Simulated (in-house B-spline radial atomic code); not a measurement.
**Ir³⁴⁺: ionisation energy by several methods**

Aim: the ionisation energy of Ir³⁴⁺ by several methods, each as the difference of two self-consistent energies (Ir³⁴⁺ and the next ion, [Kr] 4d6).

Program: in-house B-spline radial atomic code version 1. Level of theory: non-relativistic, several functionals, spin-polarised, exact exchange averaged over the configuration; spherical all-electron atom at the radial basis limit. These are calculated values, not measurements, unless marked.

**1. Starting point**

| Item | Value |
| --- | --- |
| element | iridium (Z = 77) |
| charge | +34 |
| electrons | 43 |
| configuration | [Kr] 4d7 |
| nucleus | point |

Outer shells as boxes (Hund's rule):

[Kr] 4d7
```
[Kr] core
4d [↑↓][↑↓][↑ ][↑ ][↑ ]
```

Where spins are not typed, each open shell is filled with up spins first.

**2. B3LYP, a global hybrid**

Settings of the run:

```ini
Z = 77
electrons = 43.0
configuration = [Kr] 4d7
hamiltonian = nr
method = b3lyp
spin_polarised = True
exact_exchange = averaged over the configuration
```

Command:

```sh
> python run_scf.py task.json out
```

The settings of every run stand in task.json; they run in order.

**3. LC-ωPBE, a range-separated hybrid**

The settings differ from step 2 so:

```diff
@@ -4,3 +4,3 @@
 hamiltonian = nr
-method = b3lyp
+method = lc_wpbe
 spin_polarised = True
```

**4. HSE06, a range-separated hybrid**

The settings differ from step 3 so:

```diff
@@ -4,3 +4,3 @@
 hamiltonian = nr
-method = lc_wpbe
+method = hse06
 spin_polarised = True
```

**Question.** The tabulated ionisation energy is 1493 ± 5 eV (tabulated theoretical; NIST Atomic Spectra Database). What does each method give, and which comes nearest?

The runs gave:

| method | rung | total energy (hartree) | ΔSCF (eV) | −ε highest (eV) | ΔSCF less tabulated (eV) |
| --- | --- | --- | --- | --- | --- |
| B3LYP | global hybrid | -16173.3507 | 1498.68 | 1477.65 (4d down) | +5.68 |
| LC-ωPBE | range-separated hybrid | -16172.3304 | 1498.61 | 1478.04 (4d down) | +5.61 |
| HSE06 | range-separated hybrid | -16172.6420 | 1498.48 | 1478.49 (4d down) | +5.48 |

**Reading.** The tabulated ionisation energy is 1493 ± 5 eV (tabulated theoretical; NIST Atomic Spectra Database). HSE06 comes nearest (+5.48 eV) and B3LYP is farthest (+5.68 eV, 0.38 %). All methods miss on the same side by much the same amount, which points to something that they share. These runs lack relativity altogether, which can outweigh the gaps between the methods, so the nearest may be so by luck. These runs leave out relativity, which matters at this nuclear charge. Open shells are averaged (over orientations, and over spins where the run is restricted), while tables refer to the lowest levels.
